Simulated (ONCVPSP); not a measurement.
**An ONCV potential for Zr, from input to tests**

Task: generate the file, and judge it by its errors in other configurations, its logarithmic derivatives, its ghosts and its cutoff.

Program: ONCVPSP 4.0.1.1 (patched build). Reference atom: PBE, scalar-relativistic, spherical and spin-unpolarised. All values are calculated.

## 1. Settings

The settings as typed:

```json
{
  "element": "zirconium (Zr, Z = 40)",
  "type": "optimised norm-conserving Vanderbilt (ONCV)",
  "frozen core": "[Kr]",
  "valence charge": "4",
  "reference configuration": "4d2 5s1.75 5p0.25",
  "partial waves": "5s: rc 2.85 bohr, ncon 3, nbas 7, qcut 2.4 1/bohr, 1 projector; 5p: rc 3.30 bohr, ncon 4, nbas 8, qcut 2.1 1/bohr, 2 projectors, debl 1.6 Ha; 4d: rc 1.85 bohr, ncon 3, nbas 8, qcut 5 1/bohr, 3 projectors, debl 1.7 Ha",
  "local potential": "polynomial inside 1.25 bohr (lpopt 5, dvloc0 4 Ha)",
  "core correction": "Teter function fitted to the true core (icmod 2), fcfact 0.55"
}
```

## 2. Generating the potential

File Zr.dat:

```
# ATOM AND REFERENCE CONFIGURATION
# atsym  z   nc   nv     iexc    psfile
  Zr 40.00    8    3        4      upf
#
#   n    l    f
    1    0    2.00
    2    0    2.00
    2    1    6.00
    3    0    2.00
    3    1    6.00
    3    2   10.00
    4    0    2.00
    4    1    6.00
    4    2    2.00
    5    0    1.75
    5    1    0.25
#
# PSEUDOPOTENTIAL AND OPTIMIZATION
# lmax
    2
#
#   l,   rc,      ep,       ncon, nbas, qcut
    0    2.85    0.00    3    7    2.40
    1    3.30    0.00    4    8    2.10
    2    1.85    0.00    3    8    5.00
#
# LOCAL POTENTIAL
# lloc, lpopt,  rc(5),   dvloc0
    4    5    1.25    4.00
#
# VANDERBILT-KLEINMAN-BYLANDER PROJECTORs
# l, nproj, debl
    0    1    0.40
    1    2    1.60
    2    3    1.70
#
# MODEL CORE CHARGE
# icmod, fcfact, rcfact
    2    0.55    1.00
#
# LOG DERIVATIVE ANALYSIS
# epsh1, epsh2, depsh
   -2.00    5.00    0.02
#
# OUTPUT GRID
# rlmax, drl
    6.00    0.01
#
# TEST CONFIGURATIONS
# ncnf
    4
# nvcnf
#   n    l    f
    3
    4    2    2.00
    5    0    2.00
    5    1    0.00
#
    3
    4    2    2.00
    5    0    1.00
    5    1    0.00
#
    3
    4    2    2.00
    5    0    0.00
    5    1    0.00
#
    3
    4    2    1.00
    5    0    0.00
    5    1    0.00
#
```

On the command line:

```sh
$ oncvpsp.x < Zr.dat > Zr.out
```

What does the calculation give? Wanted: cutoffs for 1 and 0.1 mHa per electron, occupied waves; bound ghosts; GHOST(+) flags; largest test error; largest phase difference near zero energy, channels read; rms error of d²Exc/dn², without and with the model core.

**Answer**, as computed:

```
                                                quantity                                         value
  cutoffs for 1 and 0.1 mHa per electron, occupied waves                               12 Ha and 58 Ha
                                            bound ghosts                                s at -83.70 eV
                                          GHOST(+) flags                                    p at 24 eV
                            largest test error (AE − PS)  +0.1 meV, for 4d2 5s2 5p0 (3 tests unsolved)
largest phase difference near zero energy, channels read                                     0.030 rad
 rms error of d²Exc/dn², without and with the model core                             9.18 and 1.51 mHa
```

**Reading.** It has a bound ghost (s), a state that the atom doesn't have, and that rules the file out. The worst unpolarised test, 4d2 5s2 5p0, is off by 0.1 meV on 0.7 eV; by total energies transferability rates as very good where solved. Atomic tests can pass in spite of a ghost, since they solve only for the levels asked. Of the tests 3 gave no usable energy difference, which is a warning in itself. By its cutoff, 12 Ha for the looser tolerance, it is soft on the atom. The tighter tolerance needs 58 Ha, and converged work needs a cutoff nearer that. At the looser tolerance the 4d wave is the slowest; 5s needs 2 Ha. Near zero energy the phases of the channels with partial waves agree within 0.030 rad. In the s channel the atom's pole at 1.00 Ha sits lower, at 0.69 Ha, in the pseudo curve. The pseudo curves have a pole with no partner nearby in the atom's: s at 2.22 Ha. At positive energy that is a spurious or a displaced resonance. The program also flags highly localised states, GHOST(+) (p). These are tests on the free atom; a crystal test is still owed.
